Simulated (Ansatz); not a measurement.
**CH7GaSSi: ionisation energy by level of theory**

An exercise on one series of results from a longer session: the logs are not shown, and one member is left open.

Program: Ansatz 0.2.0, Gaussian basis. Level of theory: unrestricted cation, the program's frozen cores in correlated methods. These are calculated values, not measurements.

Plan: UKS PBE-D4/def2-TZVPP; UKS r2SCAN-D4/def2-TZVPP; UKS PBE0-D4/def2-TZVPP; UKS B3LYP-D4/def2-TZVPP; UKS wB97X-V/def2-TZVPP; UKS wB97M-V/def2-TZVPP; UKS B2PLYP/def2-TZVPP; UHF-CCSD(T)/def2-TZVPP; UHF-MP2/def2-QZVPP; extrapolation to the limit; then −ε(HOMO) from the neutral's earlier runs with LDA (SPW92), PBE-D4, revPBE-D4, BLYP-D4, r2SCAN-D4, B97M-V, PBE0-D4, B3LYP-D4, r2SCANh-D4, r2SCAN0-D4, HSE06-D4, BHLYP-D4, CAM-B3LYP-D4, LC-ωPBE, ωB97X-V, ωB97M-V.

**The geometry**

An earlier PBE0-D4 in a triple-zeta def2 set relaxation fixed the geometry.

SMILES `[SiH3]C[S][GaH2]`, 11 atoms, charge 0, spin multiplicity 1.

Atoms are counted from 1 here; the program's logs count them from 0.

Bond lengths: Si1–C2 1.878 Å, Si1–H5 1.484 Å, Si1–H6 1.490 Å, Si1–H7 1.488 Å, C2–S3 1.826 Å, C2–H8 1.092 Å, C2–H9 1.091 Å, S3–Ga4 2.191 Å, Ga4–H10 1.558 Å, Ga4–H11 1.563 Å. Angles: C2–Si1–H5 109.6°, C2–Si1–H6 111.1°, C2–Si1–H7 108.6°, H5–Si1–H6 109.3°, H5–Si1–H7 109.2°, H6–Si1–H7 109.0°, Si1–C2–S3 109.7°, Si1–C2–H8 110.8°, Si1–C2–H9 111.5°, S3–C2–H8 106.6°, S3–C2–H9 110.7°, H8–C2–H9 107.4°, C2–S3–Ga4 102.8°, S3–Ga4–H10 115.9°, S3–Ga4–H11 116.9°, H10–Ga4–H11 127.2°.

Set-up of the first run:

The input, in.yaml:

```yaml
crystal:
  periodic: [false, false, false]
  atoms:
    - {symbol: Si, position_ang: [-1.171758, 1.154114, 0.054812]}
    - {symbol: C, position_ang: [0.647084, 0.860695, 0.417647]}
    - {symbol: S, position_ang: [1.404127, -0.079796, -0.952450]}
    - {symbol: Ga, position_ang: [0.818932, -2.144065, -0.506636]}
    - {symbol: H, position_ang: [-1.311817, 1.880899, -1.231861]}
    - {symbol: H, position_ang: [-1.814757, 1.946496, 1.140873]}
    - {symbol: H, position_ang: [-1.853371, -0.163835, -0.052365]}
    - {symbol: H, position_ang: [1.187592, 1.807791, 0.481608]}
    - {symbol: H, position_ang: [0.787170, 0.340288, 1.366498]}
    - {symbol: H, position_ang: [1.249148, -3.214232, -1.554665]}
    - {symbol: H, position_ang: [0.057660, -2.388354, 0.836548]}
basis:
  gaussian: {orbitals: def2-TZVPP}
total_charge: 1
magnetization: {spin_polarized: true, initial_magnetization: 1}
hamiltonian: {xc: pbe, dispersion: d4}
```

Launch:

```bash
ansatz run in.yaml --threads 2 --pin off --events-out ev --progress --plain --max-ram 32768MiB --backend cpu
```

Steps of the session up to this table: Cation, UKS PBE-D4/def2-TZVPP; Cation, UKS r2SCAN-D4/def2-TZVPP; Cation, UKS PBE0-D4/def2-TZVPP; Cation, UKS B3LYP-D4/def2-TZVPP; Cation, UKS wB97X-V/def2-TZVPP; Cation, UKS wB97M-V/def2-TZVPP; Cation, UKS B2PLYP (frozen core)/def2-TZVPP; Cation, UHF-CCSD(T)/def2-TZVPP; Cation, UHF-MP2/def2-QZVPP.

One table of the session follows, with a row left open; its other results are not shown here.

For comparison, −ε(HOMO) of the neutral from earlier runs:

```
  functional  −ε(HOMO) (eV)
 LDA (SPW92)           6.08
      PBE-D4           5.94
   revPBE-D4           5.88
     BLYP-D4           5.79
   r2SCAN-D4           6.16
      B97M-V           6.29
     PBE0-D4           7.02
    B3LYP-D4           6.81
  r2SCANh-D4           6.56
  r2SCAN0-D4           7.17
    HSE06-D4           6.63
    BHLYP-D4              ?
CAM-B3LYP-D4           8.28
     LC-ωPBE           9.61
     ωB97X-V           9.28
     ωB97M-V           9.14
```

**Question.** Estimate the row for BHLYP-D4.

Worked estimate for «−ε(HOMO) (eV)». Against the share of exact exchange, BLYP-D4 (0, 5.79), B3LYP-D4 (0.2, 6.81) give a slope of 5.10 per unit share; at 0.5 the line stands at 8.34.

**Answer.** −ε(HOMO) (eV): 7.99. In «−ε(HOMO) (eV)» the line misses by +0.35.

To keep in mind: The cation may have settled in a state other than its lowest; no search over hole states beyond the program's own was made.
